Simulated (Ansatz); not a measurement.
# HBrCl (doublet): from Hartree-Fock to the top rungs at distance Cl1–H2 along a hydrogen transfer = 1.627 Å, cc-pVDZ

Aim: climb from Hartree-Fock through coupled cluster and multireference methods for HBrCl (doublet) at one geometry and basis, and see what each rung misses.

The runs use Ansatz 0.2.0, Gaussian basis; cc-pVDZ, core rule «outside noble gas», up to 19 orbitals frozen.

To be run: UHF; CCSD(T) on ROHF; CCSD(T) on UHF; BCCD(T) on ROHF; CISD; CCSDT(Q) on ROHF; CCSDT(Q) on UHF; CASSCF and MRCISD+Q, 3 electrons in 3 orbitals; CASSCF and NEVPT2, 3 electrons in 3 orbitals; CASSCF and MRCISD+Q, 15 electrons in 9 orbitals; CASSCF and NEVPT2, 15 electrons in 9 orbitals.

15 further runs of the same task are left out: 14 that didn't finish, 1 set aside as unsound or not needed.

### Step 1. The system

The geometry derives from fragments relaxed apart (PBE0/def2-TZVP) and kept rigid, so it is no stationary point. A hydrogen atom is moved between rigid fragments. No spin-orbit coupling is included. The filled d shell of Br may be among the frozen orbitals whatever the setting's name suggests; the logs give the count.

3 atoms, charge 0, spin multiplicity 2.

Atoms are counted from 1 here; the program's logs count them from 0.

Bond lengths: Cl1–H2 1.627 Å, H2–Br3 1.530 Å. Angles: Cl1–H2–Br3 180.0°.

### Step 2. UHF

Input file in.yaml:

```yaml
crystal:
  periodic: [false, false, false]
  atoms:
    - {symbol: Cl, position_ang: [0.000000, 0.000000, -1.594667]}
    - {symbol: H, position_ang: [0.000000, 0.000000, 0.032333]}
    - {symbol: Br, position_ang: [0.000000, 0.000000, 1.562333]}
basis:
  gaussian: {orbitals: cc-pVDZ}
magnetization: {spin_polarized: true, initial_magnetization: 1}
hamiltonian: {xc: hf}
output: {orbitals: {seedname: orbitals}}
```

Run with:

```bash
> ansatz run in.yaml --threads 1 --pin off --events-out ev --progress --plain --max-ram 2393MiB
```

After this run come: CCSD(T) on ROHF; CCSD(T) on UHF; BCCD(T) on ROHF; CISD; CCSDT(Q) on ROHF; CCSDT(Q) on UHF; CASSCF and MRCISD+Q, 3 electrons in 3 orbitals; CASSCF and NEVPT2, 3 electrons in 3 orbitals; CASSCF and MRCISD+Q, 15 electrons in 9 orbitals; CASSCF and NEVPT2, 15 electrons in 9 orbitals.

Q: Predict the results of all the runs planned. Wanted: UCCSDT(Q) below the RHF energy; RMP2 from UCCSDT(Q); UMP2 from UCCSDT(Q); RCCSD from UCCSDT(Q); RCCSD(T) from UCCSDT(Q); UCCSD(T) from UCCSDT(Q); RCCSDT(Q) from UCCSDT(Q); NEVPT2 pair from UCCSDT(Q); MRCISD+Q pair from UCCSDT(Q).

As calculated:

| quantity | value |
| --- | --- |
| UCCSDT(Q) below the RHF energy | -8.0798 eV |
| RMP2 from UCCSDT(Q) | +95.2 kJ/mol |
| UMP2 from UCCSDT(Q) | +99.3 kJ/mol |
| RCCSD from UCCSDT(Q) | +16.7 kJ/mol |
| RCCSD(T) from UCCSDT(Q) | +3.0 kJ/mol |
| UCCSD(T) from UCCSDT(Q) | +3.0 kJ/mol |
| RCCSDT(Q) from UCCSDT(Q) | +0.1 kJ/mol |
| NEVPT2 pair from UCCSDT(Q) | +86.8 kJ/mol |
| MRCISD+Q pair from UCCSDT(Q) | +4.9 kJ/mol |
| NEVPT2 valence from UCCSDT(Q) | +154.6 kJ/mol |
| levels within 1 kcal/mol (43 meV) | RCCSD(T), UCCSD(T), BCCD(T), RCCSDT, UCCSDT, RCCSDT(Q), MRCISD+Q valence |
| T1 diagnostic | 0.023 |
| effectively unpaired electrons | 1.01 |

**Reading.** RCCSD(T) lands +3.0 kJ/mol from the yardstick (0.4 % of the correlation energy). One determinant dominates. Of the multireference levels listed MRCISD+Q valence comes nearest in total energy (+4.1 kJ/mol), which doesn't show that its space is the better one. These misses are within one basis, not against nature; the frozen cores of restricted and unrestricted runs differ, which can shift their rows.
